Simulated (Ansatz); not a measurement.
# C8H20Si: up Jacob's ladder to CCSD(T)

The task here is to estimate one member of a computed series from the others.

Computed with Ansatz 0.2.0, Gaussian basis. Level: functionals in def2-TZVPP, the program's frozen cores in correlated methods.

Plan: LDA (SPW92), PBE-D4, revPBE-D4, BLYP-D4, r2SCAN-D4, B97M-V, PBE0-D4, B3LYP-D4, r2SCANh-D4, r2SCAN0-D4, HSE06-D4, BHLYP-D4, CAM-B3LYP-D4, LC-ωPBE, ωB97X-V, ωB97M-V, B2PLYP, PBE-QIDH; CCSD(T)/def2-SVP; MP2/def2-TZVPP; MP2/def2-QZVPP; RPA on PBE.

1 further run of the same task is left out (it didn't finish).

### The relaxed structure

All runs share one geometry, relaxed beforehand with PBE0-D4 in a triple-zeta def2 set.

SMILES `CC(C)[Si](C)(C)C(C)C`, 29 atoms, charge 0, spin multiplicity 1.

Atoms are counted from 1 here; the program's logs count them from 0.

Bond lengths: C1–C2 1.526 Å, C1–H10 1.095 Å, C1–H11 1.095 Å, C1–H12 1.093 Å, C2–C3 1.526 Å, C2–Si4 1.895 Å, C2–H13 1.099 Å, C3–H14 1.094 Å, C3–H15 1.093 Å, C3–H16 1.095 Å, Si4–C5 1.878 Å, Si4–C6 1.878 Å, Si4–C7 1.895 Å, C5–H17 1.093 Å, C5–H18 1.093 Å, C5–H19 1.093 Å, C6–H20 1.093 Å, C6–H21 1.093 Å and more. Angles: C2–C1–H10 111.1°, C2–C1–H11 111.2°, C2–C1–H12 112.3°, H10–C1–H11 107.0°, H10–C1–H12 107.5°, H11–C1–H12 107.5°, C1–C2–C3 110.8°, C1–C2–Si4 112.2°, C1–C2–H13 108.1°, C3–C2–Si4 112.0°, C3–C2–H13 107.7°, Si4–C2–H13 105.7°, C2–C3–H14 111.3°, C2–C3–H15 112.2°, C2–C3–H16 111.1°, H14–C3–H15 107.6°, H14–C3–H16 107.0°, H15–C3–H16 107.5° and more.

Coordinates:

```
atom     x (Å)     y (Å)     z (Å)
  C1  -1.23124  -0.82776   2.01431
  C2  -0.97275   0.47200   1.25735
  C3  -0.70346   1.61919   2.22766
 Si4   0.40748   0.28900  -0.02779
  C5   2.04040  -0.04866   0.83670
  C6   0.54853   1.88032  -1.01546
  C7   0.00593  -1.15326  -1.18915
  C8  -1.37033  -1.00882  -1.83277
  C9   1.08310  -1.34915  -2.25284
 H10  -2.04942  -0.70973   2.73298
 H11  -0.34830  -1.13851   2.58180
 H12  -1.49779  -1.65034   1.34581
 H13  -1.87895   0.72073   0.68793
 H14   0.19424   1.43136   2.82477
 H15  -0.56297   2.57235   1.71176
 H16  -1.53517   1.74470   2.92929
 H17   2.01621  -0.99418   1.38510
 H18   2.28253   0.74457   1.54876
 H19   2.86166  -0.10357   0.11754
 H20   0.83362   2.71745  -0.37312
 H21   1.30820   1.79494  -1.79681
 H22  -0.39837   2.13926  -1.49677
 H23  -0.00657  -2.05109  -0.55585
 H24  -2.16942  -0.93863  -1.09040
 H25  -1.42339  -0.11213  -2.45836
 H26  -1.59562  -1.86441  -2.47855
 H27   0.86214  -2.21858  -2.88136
 H28   2.07258  -1.50380  -1.81528
 H29   1.14752  -0.48154  -2.91677
```

Set-up of the first run:

Input file in.yaml:

```yaml
crystal:
  periodic: [false, false, false]
  atoms:
    - {symbol: C, position_ang: [-1.231242, -0.827759, 2.014307]}
    - {symbol: C, position_ang: [-0.972748, 0.472003, 1.257353]}
    - {symbol: C, position_ang: [-0.703463, 1.619187, 2.227663]}
    - {symbol: Si, position_ang: [0.407484, 0.288995, -0.027789]}
    - {symbol: C, position_ang: [2.040398, -0.048664, 0.836697]}
    - {symbol: C, position_ang: [0.548535, 1.880320, -1.015464]}
    - {symbol: C, position_ang: [0.005934, -1.153257, -1.189155]}
    - {symbol: C, position_ang: [-1.370332, -1.008820, -1.832768]}
    - {symbol: C, position_ang: [1.083105, -1.349148, -2.252838]}
    - {symbol: H, position_ang: [-2.049417, -0.709726, 2.732984]}
    - {symbol: H, position_ang: [-0.348296, -1.138515, 2.581804]}
    - {symbol: H, position_ang: [-1.497788, -1.650339, 1.345813]}
    - {symbol: H, position_ang: [-1.878955, 0.720730, 0.687933]}
    - {symbol: H, position_ang: [0.194236, 1.431364, 2.824769]}
    - {symbol: H, position_ang: [-0.562966, 2.572348, 1.711760]}
    - {symbol: H, position_ang: [-1.535172, 1.744704, 2.929294]}
    - {symbol: H, position_ang: [2.016209, -0.994183, 1.385103]}
    - {symbol: H, position_ang: [2.282527, 0.744567, 1.548755]}
    - {symbol: H, position_ang: [2.861661, -0.103571, 0.117538]}
    - {symbol: H, position_ang: [0.833624, 2.717452, -0.373117]}
    - {symbol: H, position_ang: [1.308203, 1.794943, -1.796806]}
    - {symbol: H, position_ang: [-0.398371, 2.139258, -1.496775]}
    - {symbol: H, position_ang: [-0.006566, -2.051092, -0.555850]}
    - {symbol: H, position_ang: [-2.169425, -0.938634, -1.090395]}
    - {symbol: H, position_ang: [-1.423390, -0.112129, -2.458355]}
    - {symbol: H, position_ang: [-1.595622, -1.864414, -2.478553]}
    - {symbol: H, position_ang: [0.862138, -2.218583, -2.881356]}
    - {symbol: H, position_ang: [2.072579, -1.503801, -1.815283]}
    - {symbol: H, position_ang: [1.147515, -0.481536, -2.916768]}
basis:
  gaussian: {orbitals: def2-TZVPP}
hamiltonian: {xc: lda}
output: {orbitals: {seedname: orbitals}}
```

Steps of the session up to this table: LDA; PBE-D4 (GGA); revPBE-D4 (GGA); BLYP-D4 (GGA); r2SCAN-D4 (meta-GGA); B97M-V (meta-GGA); PBE0-D4 (hybrid); B3LYP-D4 (hybrid); r2SCANh-D4 (hybrid); r2SCAN0-D4 (hybrid); HSE06-D4 (hybrid); BHLYP-D4 (hybrid); CAM-B3LYP-D4 (range-separated); LC-ωPBE-D4 (range-separated; the results give it without D4); ωB97X-V (range-separated); ωB97M-V (range-separated); B2PLYP (double hybrid); PBE-QIDH (double hybrid).

One of the session's tables, all rows but one given; the rest of the session is left out.

It belongs to the step «Orbital energies across the functionals». 

| functional | HOMO (eV) | LUMO (eV) | gap (eV) |
| --- | --- | --- | --- |
| LDA (SPW92) | -6.18 | -0.15 | 6.02 |
| PBE-D4 | -6.10 | 0.06 | 6.15 |
| revPBE-D4 | -6.05 | 0.18 | 6.23 |
| BLYP-D4 | -6.01 | 0.08 | 6.09 |
| r2SCAN-D4 | -6.32 | 0.71 | 7.03 |
| B97M-V | -6.43 | 0.11 | 6.54 |
| PBE0-D4 | -7.32 | 0.84 | 8.16 |
| B3LYP-D4 | -7.16 | 0.53 | 7.68 |
| r2SCANh-D4 | ? | ? | ? |
| r2SCAN0-D4 | -7.47 | 1.25 | 8.73 |
| HSE06-D4 | -6.93 | 0.47 | 7.39 |
| BHLYP-D4 | -8.52 | 1.44 | 9.96 |
| CAM-B3LYP-D4 | -8.69 | 1.60 | 10.29 |
| LC-ωPBE | -9.97 | 2.90 | 12.86 |
| ωB97X-V | -9.66 | 2.63 | 12.29 |
| ωB97M-V | -9.53 | 2.22 | 11.75 |

Estimate the missing values for r2SCANh-D4.

Worked estimate for «HOMO (eV)». Against the share of exact exchange, r2SCAN-D4 (0, -6.32), r2SCAN0-D4 (0.25, -7.47) give a slope of -4.60 per unit share; at 0.1 the line stands at -6.78.

**Answer.** HOMO (eV): -6.78; LUMO (eV): 0.93; gap (eV): 7.71. In «HOMO (eV)» the line misses by 0.00.
